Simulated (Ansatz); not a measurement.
Write a Python script for Ansatz 0.2.0 through its Python package that makes a rigid scan of one bond length of C2H4FSn, SMILES C=[CH][SnH][F]. Use (for the species named): PBE0, def2-SVP basis, multiplicity 2.

`c2h4fsn.xyz`
```text
8

C    -0.63310    1.02060    0.42130
C    -0.78020   -0.00620   -0.37980
Sn    0.78680   -1.39460   -0.51830
F     2.49070   -0.47870   -1.14190
H     0.21520    1.23140    0.98060
H    -1.50190    1.78930    0.46720
H    -1.64770   -0.16750   -0.96110
H     1.16230   -2.05150    1.07620
```

`c2h4fsn_scan.py`
```python
"""Stretching a bond of C2H4FSn, the rest held rigid."""

import logging
import sys
import warnings

import ansatz as az
import numpy as np

logging.basicConfig(stream=sys.stdout, format="[%(levelname)s] %(message)s")
log = logging.getLogger("c2h4fsn")
log.setLevel(logging.INFO)

BASIS_SET = "def2-SVP"
XC = "pbe0"


def main() -> None:
    warnings.simplefilter("ignore", az.DeckWarning)

    geometry = az.Crystal.molecule_from_extxyz("c2h4fsn.xyz")

    symbols = [site.symbol for site in geometry.cartesian_sites]
    start = np.array([site.position_ang for site in geometry.cartesian_sites])
    axis = (start[7] - start[2]) / np.linalg.norm(start[7] - start[2])
    moving = [7]
    lengths, energies = [1.553, 1.624, 1.694, 1.765, 1.836, 1.906, 1.977, 2.083], []
    for length in lengths:
        xyz = start.copy()
        xyz[moving] += (length - np.linalg.norm(start[7] - start[2])) * axis
        point = az.Crystal.molecule()
        for symbol, place in zip(symbols, xyz):
            point = point.atom(symbol, place.tolist())
        job = point.calculation()
        job = job.basis(gaussian=BASIS_SET)
        job = job.functional(XC).spin("collinear", total=1)
        rep = job.run(threads=1, pin="off").report
        energies.append(rep["free_energy_ev"])
        log.info(f"r = {length:6.3f} A  E = {energies[-1]:.5f} eV  <S^2> = {abs(rep['mean_field']['state']['spin_squared']):.3f}")

    # quartic fit about the minimum
    fit = np.polynomial.Polynomial.fit(lengths, np.array(energies) - min(energies), 4).convert()
    roots = [r.real for r in fit.deriv().roots() if abs(r.imag) < 1e-9 and fit.deriv(2)(r.real) > 0]
    r_e = min(roots, key=lambda r: abs(r - lengths[int(np.argmin(energies))]))
    log.info(f"minimum of the fit at {r_e:.4f} A, force constant {fit.deriv(2)(r_e):.2f} eV/A^2")


if __name__ == "__main__":
    main()
```

Running `python c2h4fsn_scan.py` prints:
```text
[INFO] r =  1.553 A  E = -10676.62978 eV  <S^2> = 0.752
[INFO] r =  1.624 A  E = -10676.80866 eV  <S^2> = 0.752
[INFO] r =  1.694 A  E = -10676.88993 eV  <S^2> = 0.752
[INFO] r =  1.765 A  E = -10676.89949 eV  <S^2> = 0.752
[INFO] r =  1.836 A  E = -10676.85423 eV  <S^2> = 0.753
[INFO] r =  1.906 A  E = -10676.77026 eV  <S^2> = 0.753
[INFO] r =  1.977 A  E = -10676.65672 eV  <S^2> = 0.754
[INFO] r =  2.083 A  E = -10676.45366 eV  <S^2> = 0.757
[INFO] minimum of the fit at 1.7394 A, force constant 12.16 eV/A^2
```

Notes:
- Total energies depend on the basis set; only differences at equal settings carry meaning.
- The rest of the molecule is held rigid at a force-field or estimated start geometry, and the basis set is modest; single-reference methods fail as a bond breaks.
- def2 sets replace the cores of elements past krypton by effective core potentials.
- The species is open-shell (spin multiplicity 2).
- Spin-orbit coupling of the heavy open-shell atom is left out.
- The whole script took 74 s on 1 thread of Arm Neoverse N1, with other jobs on the host, peak memory 0.31 GiB.
